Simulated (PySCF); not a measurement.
# [La(HCN)]3+: other functionals and bases at one geometry

An exercise on one series of results from a longer session: the logs are not shown, and one member is left open.

Computed with PySCF 2.14.0. Level: several levels, as the steps say, no spin–orbit coupling.

1 further run of the same task is left out (for a known fault of the program).

## The starting structure

4 atoms, charge 3, spin multiplicity 1.

Bond lengths: La1–N2 2.368 Å, N2–C3 1.164 Å, C3–H4 1.112 Å. Angles: La1–N2–C3 180.0°, N2–C3–H4 180.0°.

Geometry (Å):

```
atom   x (Å)   y (Å)    z (Å)
 La1  0.0000  0.0000  -0.3478
  N2  0.0000  0.0000   2.0204
  C3  0.0000  0.0000   3.1846
  H4  0.0000  0.0000   4.2969
```

Formal oxidation states: La +3. The 4f shell is empty and lies in the core potential. An earlier session relaxed this geometry at PBE0, La lcecp-1-SVP with ECP46, N def2-SVP, C def2-SVP, H def2-SVP (singlet, point group C∞v).

At PBE0 on the finer grid: E = -123.573736 Eh, HOMO -26.25 eV, LUMO -19.15 eV, Mulliken charge on La1 +2.58 e, largest force component 0.001 eV/Å. The large-core potential holds the 4f shell empty.

Levels to run: B3LYP; HF; PBE0, TZVP. Hardware: 2 threads of Intel Xeon at 2.50GHz (Skylake/Cascade Lake), shared host.

The first run:

run.py (the lines that set the calculation)

```python
mol = gto.M(atom='''
La     0.00000     0.00000    -0.34781
N      0.00000     0.00000     2.02040
C      0.00000     0.00000     3.18463
H      0.00000     0.00000     4.29689''',
    basis={'La': 'lcecp-1-SVP', 'N': 'def2-SVP', 'C': 'def2-SVP', 'H': 'def2-SVP'},
    ecp={'La': 'lcecp-1-SVP'},
    charge=3, spin=0)
mf = dft.RKS(mol, xc='B3LYP')
mf.grids.atom_grid = (75, 302)  # f atoms: unpruned, at least (60, 302)
mf = mf.density_fit()  # fitting sets: La AutoAux, N def2-universal-JKFIT, C def2-universal-JKFIT, H def2-universal-JKFIT
mf.conv_tol = 1e-08; mf.max_cycle = 55
mf.kernel(dm0)  # dm0: the density of the relaxed state
```

Run with:

```sh
> OMP_NUM_THREADS=2 python run.py
```

Among the steps run: B3LYP; HF; PBE0, TZVP.

One of the session's tables, all rows but one given; the rest of the session is left out.

| level | HOMO (eV) | gap (eV) | charge on La1 (e) | dipole (D) | largest force component (eV/Å) |
| --- | --- | --- | --- | --- | --- |
| PBE0 (relaxed here) | -26.25 | 7.10 | 2.58 | 3.43 | 0.00 |
| B3LYP | -25.96 | 6.48 | 2.56 | 3.48 | 0.28 |
| HF | -29.09 | 13.70 | 2.70 | 3.03 | 3.25 |
| PBE0, TZVP | ? | ? | ? | ? | ? |

Estimate the missing values for PBE0, TZVP.

The run gave: HOMO (eV): -26.18; gap (eV): 7.06; charge on La1 (e): 2.63; dipole (D): 3.50; largest force component (eV/Å): 0.88. In the column «HOMO (eV)» it lies between PBE0 (relaxed here) (-26.25) and B3LYP (-25.96).

The dipole of a charged species depends on the origin, so these sizes hold for this origin alone.

In one basis the HOMO–LUMO gap runs from 6.48 eV (B3LYP) to 13.70 eV (HF). The largest leftover force, 3.25 eV/Å with HF, stands at a geometry relaxed at another level. With 4f in the core, its levels are missing from HOMO and gap, and its count is fixed, so no charge can pass from the ligands into it. Total energies of different levels can't be compared.
